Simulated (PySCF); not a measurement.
# C2H5BF2 (ethylidifluoroborane): the cost of one run

Programs: PySCF 2.14.0, with density-fitted response routines of our own. Each step states its level of theory. These are calculated values for one molecule in the gas phase, unless marked as measured. Atoms are numbered from 0 throughout.

## 1. The starting structure

10 atoms, charge 0, multiplicity 1; geometry from: GFN2-xTB. The atoms were then displaced at random by about 0.01 Å, so the start is not that level's minimum.

Bonds of the start (Å): C0–C1 1.52, C1–B2 1.56, B2–F3 1.31, B2–F4 1.33, C0–H5 1.13, C0–H6 1.07, C0–H7 1.07, C1–H8 1.08, C1–H9 1.10.

## 2. Relaxing the molecule at PBE0-D3(BJ)/def2-SVP

What the job is given:

```
{"job": {"xc": "PBE0", "basis": "def2-SVP", "d3": "d3bj", "grid": 1, "shake": 0.01, "kind": "geom"}, "charge": 0, "multiplicity": 1}
C     -1.179450    -0.249280    -0.078180
C      0.101620     0.567580    -0.135060
B      1.382250    -0.258860     0.212460
F      1.434250    -1.536210     0.518860
F      2.601840     0.281160     0.228190
H     -2.047380     0.414520    -0.347870
H     -1.153440    -1.061920    -0.775510
H     -1.349040    -0.615020     0.910980
H      0.226420     1.012230    -1.109750
H      0.033360     1.424850     0.554830
```

Run with:

```bash
$ OMP_NUM_THREADS=1 python probes_run.py task.json out
```

This one command runs all jobs of the session in turn.

**Question.** How long does this first job take on 1 thread of Arm Neoverse V1, shared host, and how much memory does it need?

About 37 s, with a peak of 0.39 GiB.
